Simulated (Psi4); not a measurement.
# UBLYP/cc-pVDZ run of BSiH3ClO (SMILES [SiH3]O[B]Cl)

What is the energy change on altering one bond length of BSiH3ClO at UBLYP/cc-pVDZ? The job is set up through a Python script.

The results are computed with Psi4 1.11.

1 further run of the same task is left out (set aside as unsound or not needed).

## Step 1: The structure to begin with

BSiH3ClO has 7 atoms, charge 0, and is taken as a doublet. As SMILES, `[SiH3]O[B]Cl`. Geometry: relaxed at PBE0-D4/def2-TZVP. This is one conformer, not always the lowest.

Bond lengths: Si1–O2 1.667 Å, O2–B3 1.324 Å, B3–Cl4 1.747 Å, Si1–H5 1.480 Å, Si1–H6 1.482 Å, Si1–H7 1.480 Å. Angles: Si1–O2–B3 133.9°, O2–B3–Cl4 123.5°, O2–Si1–H5 107.1°, O2–Si1–H6 109.9°, O2–Si1–H7 107.2°, H5–Si1–H6 110.9°, H5–Si1–H7 110.6°, H6–Si1–H7 110.9°.

## Step 2: Energy and forces at UBLYP/cc-pVDZ

The input, bclh3osi.py:

```python
import psi4

psi4.set_memory('2200 MB')
psi4.set_num_threads(1)
psi4.set_output_file('psi4.out', False)

geom = psi4.geometry("""
0 2
Si    -0.573000     0.775400     0.374800
O      0.044900    -0.648400    -0.233600
B      1.256200    -1.042100    -0.596600
Cl     1.605000    -2.636800    -1.219100
H     -1.201300     0.456800     1.676100
H      0.515600     1.766600     0.541200
H     -1.586300     1.260400    -0.588400
units angstrom
symmetry c1
no_reorient
no_com
""")

options = {'basis': 'cc-pVDZ', 'reference': 'uks', 'puream': True, 'e_convergence': 1e-09, 'd_convergence': 1e-08, 'scf_type': 'pk', 'dft_radial_points': 99, 'dft_spherical_points': 590, 'maxiter': 100}
psi4.set_options(options)

e_tot = psi4.gradient('blyp')
print('gradient / Eh bohr^-1')
print(e_tot.np.round(6))
```

The run is started by

```console
$ python bclh3osi.py
```

psi4.out:

```text
[...]
  Running in c1 symmetry.
[...]
  Nuclear repulsion =  174.532067006571879
[...]
  Multiplicity = 2
[...]
  Nalpha       = 24
  Nbeta        = 23
[...]
    Number of basis functions: 79
[...]
   @UKS iter   1:  -851.33141542630733   -9.51792e-02   9.44754e-03 DIIS/ADIIS
[...]
   @UKS iter  13:  -851.57496954082728    1.02318e-12   3.33662e-09 DIIS
[...]
   @S^2 Observed:                7.519013049E-01
[...]
    Orbital Energies [Eh]
    ---------------------
    Alpha Occupied:
       1A   -100.744656     2A    -65.543479     3A    -18.830415
       4A     -9.176020     5A     -7.006285     6A     -6.999930
       7A     -6.998459     8A     -6.622565     9A     -5.108968
      10A     -3.530780    11A     -3.526473    12A     -3.526464
      13A     -0.955887    14A     -0.757854    15A     -0.553491
      16A     -0.444069    17A     -0.400251    18A     -0.380859
      19A     -0.378223    20A     -0.313732    21A     -0.311191
      22A     -0.283288    23A     -0.281974    24A     -0.156770
    Alpha Virtual:
      25A     -0.044092    26A     -0.016024    27A      0.036086
[...]
  @UKS Final Energy:  -851.57496954082728
   => Energetics <=
    Nuclear Repulsion Energy =            174.5320670065718787
    One-Electron Energy =               -1521.8426914117262641
    Two-Electron Energy =                 558.6794294112164607
    DFT Exchange-Correlation Energy =     -62.9437745468893581
    Empirical Dispersion Energy =           0.0000000000000000
    VV10 Nonlocal Energy =                  0.0000000000000000
    Total Energy =                       -851.5749695408272828
[...]
 Multipole Moments:
 ------------------------------------------------------------------------------------
     Multipole            Electronic (a.u.)      Nuclear  (a.u.)        Total (a.u.)
 ------------------------------------------------------------------------------------
 L = 1.  Multiply by 2.5417464519 to convert [e a0] to [Debye]
 Dipole X            :        -45.1378196           44.6564960           -0.4813236
 Dipole Y            :         77.8256716          -77.2593739            0.5662977
 Dipole Z            :         35.6245596          -35.3386344            0.2859252
 Magnitude           :                                                    0.7963157
[...]
  -Total Gradient:
     Atom            X                  Y                   Z
    ------   -----------------  -----------------  -----------------
       1        0.010419713144    -0.024524368677    -0.010513577839
       2        0.004643606592     0.022494326821     0.006972951933
       3       -0.014716960967    -0.008315239879    -0.000188858150
       4       -0.003734212501     0.016104242220     0.006324330530
       5        0.003131159782     0.001439100687    -0.005933652569
       6       -0.004642103922    -0.005016830529    -0.000983317572
       7        0.004880596752    -0.002177326270     0.004327610526
[...]
```

The script printed:

```text
gradient / Eh bohr^-1
[[ 0.01042  -0.024524 -0.010514]
 [ 0.004644  0.022494  0.006973]
 [-0.014717 -0.008315 -0.000189]
 [-0.003734  0.016104  0.006324]
 [ 0.003131  0.001439 -0.005934]
 [-0.004642 -0.005017 -0.000983]
 [ 0.004881 -0.002177  0.004328]]
```

It took 43 s on 1 thread of AMD EPYC 7R43 (Zen 3), shared host; peak memory 1.1 GiB.

## Step 3: The distorted shape: a single-point energy at UBLYP/cc-pVDZ

The input, job.py:

```python
import psi4

psi4.set_memory(2200000000)
psi4.set_num_threads(1)
psi4.core.set_output_file('output.dat', False)

molecule = psi4.geometry("""
0 2
Si    -1.28055968     2.36938397     1.06118704
O     -0.11289791    -0.32120809    -0.08852233
B      2.17612735    -1.06519326    -0.77449291
Cl     3.03301043    -4.98282985    -2.30376512
H     -2.46787460     1.76731723     3.52028765
H      0.77659618     4.24248050     1.37563747
H     -3.19541916     3.28590114    -0.75899716
units bohr
symmetry c1
""")

options = {'basis': 'cc-pVDZ', 'reference': 'uks', 'puream': True, 'e_convergence': 1e-09, 'd_convergence': 1e-08, 'scf_type': 'pk', 'dft_radial_points': 99, 'dft_spherical_points': 590, 'maxiter': 100}
psi4.set_options(options)

result, w = psi4.energy("blyp", molecule=molecule, return_wfn=True)
psi4.oeprop(w, "QUADRUPOLE", "LOWDIN_CHARGES", "MULLIKEN_CHARGES")
print(f'blyp energy: {result:.10f} Eh')
```

The run is started by

```console
$ python job.py
```

output.dat (excerpt; [...] marks lines left out):

```text
[...]
  Running in c1 symmetry.
[...]
  Nuclear repulsion =  161.107110713458866
[...]
  Multiplicity = 2
[...]
  Nalpha       = 24
  Nbeta        = 23
[...]
    Number of basis functions: 79
[...]
   @UKS iter   1:  -851.33329663539473   -3.62785e-01   8.98268e-03 ADIIS/DIIS
[...]
   @UKS iter  14:  -851.54192382177655    1.25056e-12   1.91349e-09 DIIS
[...]
   @S^2 Observed:                7.540282947E-01
[...]
  @UKS Final Energy:  -851.54192382177655
   => Energetics <=
    Nuclear Repulsion Energy =            161.1071107134588658
    One-Electron Energy =               -1495.0427751103156879
    Two-Electron Energy =                 545.2286581127893896
    DFT Exchange-Correlation Energy =     -62.8349175377092521
    Empirical Dispersion Energy =           0.0000000000000000
    VV10 Nonlocal Energy =                  0.0000000000000000
    Total Energy =                       -851.5419238217765496
[...]
 Multipole Moments:
 ------------------------------------------------------------------------------------
     Multipole            Electronic (a.u.)      Nuclear  (a.u.)        Total (a.u.)
 ------------------------------------------------------------------------------------
 L = 1.  Multiply by 2.5417464519 to convert [e a0] to [Debye]
 Dipole X            :          4.6227253           -5.4895836           -0.8668583
 Dipole Y            :         -6.6611340            8.2267213            1.5655873
 Dipole Z            :         -3.1772333            3.8838579            0.7066246
 Magnitude           :                                                    1.9240128
 L = 2.  Multiply by 1.3450342976 to convert [e a0^2] to [Debye ang]
 Quadrupole XX       :       -218.3584607          188.7628210          -29.5956396
 Quadrupole XY       :        281.9233319         -281.9174550            0.0058769
[...]
  Mulliken Charges: (a.u.)
   Center  Symbol    Alpha    Beta     Spin     Total
       1    SI     6.77813  6.77408  0.00405  0.44780
       2     O     4.06418  4.03471  0.02948 -0.09889
       3     B     2.82584  2.11540  0.71044  0.05876
       4    CL     8.75925  8.50355  0.25570 -0.26280
       5     H     0.52254  0.52345 -0.00092 -0.04599
       6     H     0.52751  0.52532  0.00218 -0.05283
       7     H     0.52256  0.52349 -0.00093 -0.04604
   Total alpha = 24.00000, Total beta = 23.00000, Total charge = -0.00000
  Lowdin Charges: (a.u.)
[...]
```

The script printed:

```text
blyp energy: -851.5419238218 Eh
```

Run time: 27 s. Hardware: 1 thread of AMD EPYC 7R43 (Zen 3), shared host; peak memory 1.1 GiB.

## Step 4: What came out

Level: UBLYP/cc-pVDZ.

| quantity | value |
| --- | --- |
| first shape: total energy | -851.57497 Eh |
| first shape: dipole moment | 2.02 D |
| first shape: HOMO energy (highest over α and β) | -4.27 eV |
| first shape: LUMO energy (lowest over α and β) | -2.40 eV |
| first shape: ⟨S²⟩ | 0.752 |
| first shape: largest force on an atom | 1.473 eV/Å |
| distorted shape: total energy | -851.54192 Eh |
| distorted shape: dipole moment | 4.89 D |
| distorted shape: HOMO energy (highest over α and β) | -5.49 eV |
| distorted shape: LUMO energy (lowest over α and β) | -3.97 eV |
| distorted shape: ⟨S²⟩ | 0.754 |
| energy change with the B3–Cl4 bond stretched from 1.747 to 2.271 Å | 0.899 eV |

**Reading.** With the B3–Cl4 bond stretched from 1.747 to 2.271 Å the energy rises by 0.90 eV (86.8 kJ/mol). The first shape isn't relaxed at this level, so the change isn't measured from a minimum. The largest force (first shape) is 1.47 eV/Å: the shape isn't a stationary point for this species at this level. Mulliken charges (distorted shape) run from -0.26 on Cl4 to +0.45 on Si1; they depend strongly on the basis.
